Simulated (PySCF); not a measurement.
# C4H7N2OS: the cost of one run

Programs: PySCF 2.14.0, with routines of our own; each step states its level. All values are computed. Atoms count from 0.

## 1. The starting structure

15 atoms, charge 1, multiplicity 1; geometry from: GFN2-xTB.

## 2. Magnetic properties: GIAO B3LYP/pcSseg-1

Job settings and geometry (Å):

```
{"job": {"kind": "mag", "xc": "B3LYP", "basis": "pcSseg-1", "isotopologues": 2}, "charge": 1, "multiplicity": 1}
C      2.442608     0.259389    -0.096413
S      1.459152    -1.001169     0.812684
O      1.379389    -2.164913    -0.040586
C     -0.183640    -0.198302     0.379059
N     -0.978510    -0.861592    -0.457733
C     -2.163611    -0.205801    -0.587279
C     -2.088996     0.894533     0.212398
N     -0.856464     0.873808     0.804044
H      2.132635     0.316698    -1.134097
H      2.352458     1.218553     0.399612
H      3.476871    -0.072509    -0.054925
H     -0.691764    -1.731582    -0.899485
H     -2.958435    -0.551069    -1.216844
H     -2.806599     1.668422     0.395612
H     -0.519509     1.563523     1.462041
```

With the program's defaults for keys left out, this is: GIAO B3LYP/pcSseg-1 magnetisability, rotational g tensor and spin-rotation constants, non-relativistic, gas phase.

Command:

```sh
OMP_NUM_THREADS=1 python excited_run.py task.json out
```

This one command runs all jobs of the session in turn.

**Question.** How long does this first job take on 1 thread of Arm Neoverse N1, shared host, and how much memory does it need?

About 45 s, with a peak of 0.87 GiB.
